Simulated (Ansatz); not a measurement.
This script drives Ansatz 0.2.0, Python API.

Contents of `na2cl.cif`:
```cif
data_Na2Cl
_cell_length_a 7.102204
_cell_length_b 7.102204
_cell_length_c 7.102204
_cell_angle_alpha 32.16376
_cell_angle_beta 32.16376
_cell_angle_gamma 32.16376
_symmetry_space_group_name_H-M 'P 1'
_symmetry_Int_Tables_number 1
loop_
_symmetry_equiv_pos_as_xyz
'x, y, z'
loop_
_atom_site_label
_atom_site_type_symbol
_atom_site_fract_x
_atom_site_fract_y
_atom_site_fract_z
Na1 Na    0.751074    0.751074    0.751074
Na2 Na    0.248926    0.248926    0.248926
Cl3 Cl    0.000000    0.000000    0.000000
```

Script `run_slab.py`:
```python
# -*- coding: utf-8 -*-
"""A surface of Na2Cl: energy and work function."""

import ansatz
from ase.build import surface
from ase.constraints import FixAtoms
from ase.io import read
import numpy as np

atoms = read("na2cl.cif")
# the plane is named in the basis of this cell
slab = surface(atoms, (1, 1, 1), 2, vacuum=8.0)
slab.pbc = True

print(slab.get_chemical_formula(), "area {:.3f} A^2, cell height {:.2f} A".format(np.linalg.norm(np.cross(slab.cell[0], slab.cell[1])), slab.cell[2, 2]))
# hold the lower half
slab.set_constraint(FixAtoms(mask=slab.positions[:, 2] < slab.positions[:, 2].mean()))


def common(structure):
    return (
        ansatz.Crystal.from_ase(structure).calculation()
        .functional("PBEsol")
        .occupations(ansatz.OccupationsMethod.FERMI_DIRAC)
    )


setup = (
    common(slab)
    .kpoints(5, 5, 1)  # sampling of the Brillouin zone
    .electric_field(axis=3, dipole_correction=True)
    .relax(force_tolerance=0.03, max_steps=30)  # relax until the tolerances are met
)
outcome = setup.run(threads=1, pin="off")
r = outcome.report

print(f"slab free energy {r['free_energy_ev']:.4f} eV, Fermi level {r['fermi_energy_ev']:.3f} eV")
for key, value in r["work_function"].items():
    if isinstance(value, float):
        print(f"{key:34s} {value:12.5f}")

print("atom   z before  z after (A)")
for atom, site in zip(slab, outcome.lattice.sites):
    print(f"{atom.symbol:3s} {atom.z:9.3f} {site.position_ang[2]:9.3f}")
```

It is started by `python run_slab.py`. How long does it take on 1 thread of Arm Neoverse V1, on a shared host, and how much memory does it need?

It took about 20 s, with a peak of 0.56 GiB, for 1 run of the engine.

```console
$ python run_slab.py
Cl2Na4 area 13.408 A^2, cell height 27.75 A
DeckWarning: basis.ecutwfc = 420 eV, auto-derived from the records' recommended cutoffs: set by Na (normal level)
slab free energy -8029.9515 eV, Fermi level -1.545 eV
ramp_position                           0.95000
ramp_width                              0.10000
amplitude_v_ang                         0.00000
dipole_field_v_ang                      0.20074
dipole_moment_e_ang                     0.41283
phi_plus_ev                             2.58493
phi_minus_ev                            8.15633
vacuum_level_plus_ev                    1.03965
vacuum_level_minus_ev                   6.61105
flatness_plus_ev_ang                    0.00031
flatness_minus_ev_ang                   0.00002
ramp_density_extremum_e_ang3            0.00001
ramp_density_minimum_e_ang3            -0.00001
ramp_density_bound_e_ang3               0.00001
ramp_density_effective_e_ang3           0.00000
plane_spacing_ang                       0.14455
atom   z before  z after (A)
Na      9.704     9.704
Na     13.025    13.025
Cl      8.000     8.000
Na     16.433    16.372
Na     19.754    19.168
Cl     14.729    14.674
```
(Warnings from the package without file and line.)

Reading the output:
- Absolute energies stand on the zero of these potentials, so only differences at equal settings mean something. A total without «per atom» is that of the whole cell that was run.
- The mesh is modest for a metal, so energies can be off by several to tens of meV an atom and pressures by half a GPa or more; differences at equal mesh fare better.
- The zero of the levels is a convention of the potentials, so an absolute Fermi energy is no work function.
- The structure comes from a database of computed cells and needn't be a stable or known phase.
- The slab is thin and cut from the structure as given; a cut can leave two unlike or polar faces, and the surface energy is then their mean. Miller indices refer to the vectors of the cell as typed, and the lattice isn't relaxed for this functional, so relaxation and surface energy can hold strain.

(A comment or docstring line of the script was reworded after the run, the code is as it ran.)
